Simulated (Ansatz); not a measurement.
# Cl2GeH4Sn: the cost of one run

Computed with Ansatz 0.2.0, Gaussian basis. Level: the settings change from run to run.

**1. The geometry**

The structure was relaxed beforehand with PBE0-D4 in a triple-zeta def2 set. Sn takes a core potential in def2 sets; no spin-orbit term is included.

SMILES `[Cl][SnH]([Cl])[GeH3]`, 8 atoms, charge 0, spin multiplicity 1.

Atoms are counted from 1 here; the program's logs count them from 0.

Bond lengths: Cl1–Sn2 2.331 Å, Sn2–Cl3 2.331 Å, Sn2–Ge4 2.596 Å, Sn2–H5 1.703 Å, Ge4–H6 1.533 Å, Ge4–H7 1.533 Å, Ge4–H8 1.531 Å. Angles: Cl1–Sn2–Cl3 105.6°, Cl1–Sn2–Ge4 107.9°, Cl1–Sn2–H5 105.9°, Cl3–Sn2–Ge4 107.7°, Cl3–Sn2–H5 105.9°, Ge4–Sn2–H5 122.7°, Sn2–Ge4–H6 108.7°, Sn2–Ge4–H7 108.6°, Sn2–Ge4–H8 107.2°, H6–Ge4–H7 110.4°, H6–Ge4–H8 110.9°, H7–Ge4–H8 110.9°.

**2. B97/def2-SVPD**

Set apart from the defaults: density fitting with def2-universal-jkfit, relativity set to none, high accuracy.

Contents of in.yaml:

```yaml
crystal:
  periodic: [false, false, false]
  atoms:
    - {symbol: Cl, position_ang: [1.469564, -1.578155, 1.903657]}
    - {symbol: Sn, position_ang: [1.163144, 0.072726, 0.286910]}
    - {symbol: Cl, position_ang: [2.292974, -0.685019, -1.606035]}
    - {symbol: Ge, position_ang: [-1.366920, 0.165743, -0.288308]}
    - {symbol: H, position_ang: [2.031576, 1.431138, 0.836442]}
    - {symbol: H, position_ang: [-2.142107, 0.587459, 0.965541]}
    - {symbol: H, position_ang: [-1.574904, 1.185887, -1.413959]}
    - {symbol: H, position_ang: [-1.781228, -1.236879, -0.740049]}
basis:
  gaussian: {orbitals: def2-SVPD, fitting: {mean_field: def2-universal-jkfit}}
hamiltonian: {xc: {name: B97}, pseudopotentials: {relativity: none}}
accuracy: high
output: {forces: true}
```

The run is started by

```console
$ ansatz run in.yaml --threads 4 --pin off --events-out ev --progress --plain --max-ram 10444MiB
```

**Question.** How long does this run take on 4 threads of Intel Xeon 6975P-C, shared host, and how much memory does it need?

About 8 s, with a peak of 0.72 GiB.
